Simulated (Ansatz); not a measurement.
# Hf: the cost of one run

Program: Ansatz 0.2.0. Level of theory: DFT PBEsol, scalar-relativistic. These are calculated values, not measurements.

**1. The structure to begin with**

It takes space group P6_3/mmc (No. 194, hexagonal). Conventional cell: a = 3.197 Å, b = 3.197 Å, c = 5.058 Å, α = 90.00°, β = 90.00°, γ = 120.00°. Around Hf (site symmetry -6m2) lie 12 Hf at 3.13 to 3.20 Å.

As a file:

```cif
data_structure
_symmetry_space_group_name_H-M 'P6_3/mmc'
_symmetry_Int_Tables_number 194
_cell_length_a 3.1967
_cell_length_b 3.1967
_cell_length_c 5.0578
_cell_angle_alpha 90.000
_cell_angle_beta 90.000
_cell_angle_gamma 120.000
_cell_volume 44.76
loop_
_atom_site_label
_atom_site_type_symbol
_atom_site_symmetry_multiplicity
_atom_site_Wyckoff_symbol
_atom_site_fract_x
_atom_site_fract_y
_atom_site_fract_z
_atom_site_occupancy
Hf1 Hf 2 c 0.33333 0.66667 0.25000 1
```

The file gives the conventional cell by its symmetry; the runs use the cell typed in the input.

Atoms are numbered in the order of the input: Hf1, Hf2.

**2. Volume × 0.96, LAPW**

The input, input.yaml:

```yaml
crystal:
  lattice:
    - [3.1534945994, 0.0, 0.0]
    - [-1.5767472997, 2.7310064337, 0.0]
    - [0.0, 0.0, 4.9894429718]
  atoms:
    - { symbol: Hf, position: [0.3333333333, 0.6666666667, 0.25] }
    - { symbol: Hf, position: [0.6666666667, 0.3333333333, 0.75] }
kpoints:
  mp_grid: { grid: [13, 13, 7] }
  band_path:
    path:
      - [0.0, 0.0, 0.0]
      - [0.5, 0.0, 0.0]
      - [0.3333333333, 0.3333333333, 0.0]
      - [0.0, 0.0, 0.0]
      - [0.0, 0.0, 0.5]
      - [0.5, 0.0, 0.5]
      - [0.3333333333, 0.3333333333, 0.5]
      - [0.0, 0.0, 0.5]
      - [0.5, 0.0, 0.5]
    npoints: 5
scf:
  occupations: { method: fermi_dirac, width: 0.05 }
hamiltonian:
  xc: pbesol
  pseudopotentials: { kind: all_electron, lapw: { basis_error: 0.0005 } }
output:
  forces: true
  stress: true
  eigenvalues: true
```

Started as:

```bash
> ansatz run input.yaml --threads 1 --pin off --max-ram 3072MiB --backend cpu --events-out ev --progress --plain --runs-dir out
```

Q: Estimate wall time and peak memory on 1 thread of Arm Neoverse V1, shared host.

About 52 s, with a peak of 0.47 GiB.
